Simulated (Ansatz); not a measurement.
# ScAsS: the cost of one run

Computed with Ansatz 0.2.0 (DFT PBE, scalar-relativistic, plane waves, PAW, unless a step's input says otherwise).

## (1) The system as given

The structure is tetragonal, space group P4/mmm (No. 123). The conventional cell has a = 5.150 Å, b = 5.150 Å, c = 5.637 Å, α = 90.00°, β = 90.00°, γ = 90.00°. Sc (site symmetry 4/mmm) is surrounded by 2 S at 2.82 Å. Around As (site symmetry 4/mmm) lie 4 S at 3.64 Å. S (site symmetry 4/mmm) is surrounded by 2 Sc at 2.82 Å.

Structure file:

```cif
data_structure
_symmetry_space_group_name_H-M 'P 1'
_symmetry_Int_Tables_number 1
_cell_length_a 5.1505
_cell_length_b 5.1505
_cell_length_c 5.6373
_cell_angle_alpha 90.000
_cell_angle_beta 90.000
_cell_angle_gamma 90.000
_cell_volume 149.54
loop_
_atom_site_label
_atom_site_type_symbol
_atom_site_fract_x
_atom_site_fract_y
_atom_site_fract_z
_atom_site_occupancy
Sc1 Sc 0.00000 0.00000 0.00000 1
As1 As 0.50000 0.50000 0.50000 1
S1 S 0.00000 0.00000 0.50000 1
```

A structure generator made this guess: random cell by space group and Wyckoff sites (P4/mmm, No. 123). Lengths come from tabulated atomic sizes and are only a guess.

## (2) Probe: one point on a coarse mesh

input.yaml

```yaml
crystal:
  lattice:
    - [5.15047234, 0.0, 0.0]
    - [0.0, 5.15047234, 0.0]
    - [0.0, 0.0, 5.63732838]
  atoms:
    - { symbol: Sc, position: [0.0, 0.0, 0.0] }
    - { symbol: As, position: [0.5, 0.5, 0.5] }
    - { symbol: S, position: [0.0, 0.0, 0.5] }
basis:
  ecutwfc: 420
kpoints:
  mp_grid: { grid: [4, 4, 4] }
hamiltonian:
  xc: pbe
scf:
  occupations: { method: gaussian, width: 0.1 }
  lower_state_search: "off"
output:
  forces: true
  stress: true
  eigenvalues: true
```

Launch:

```console
$ ansatz run input.yaml --threads 1 --pin off --max-ram 2560MiB --backend cpu --events-out ev --progress --plain --runs-dir out
```

Q: Estimate wall time and peak memory on 1 thread of Intel Xeon at 2.50GHz (Skylake/Cascade Lake), shared host.

About 8.4 s, with a peak of 0.42 GiB.
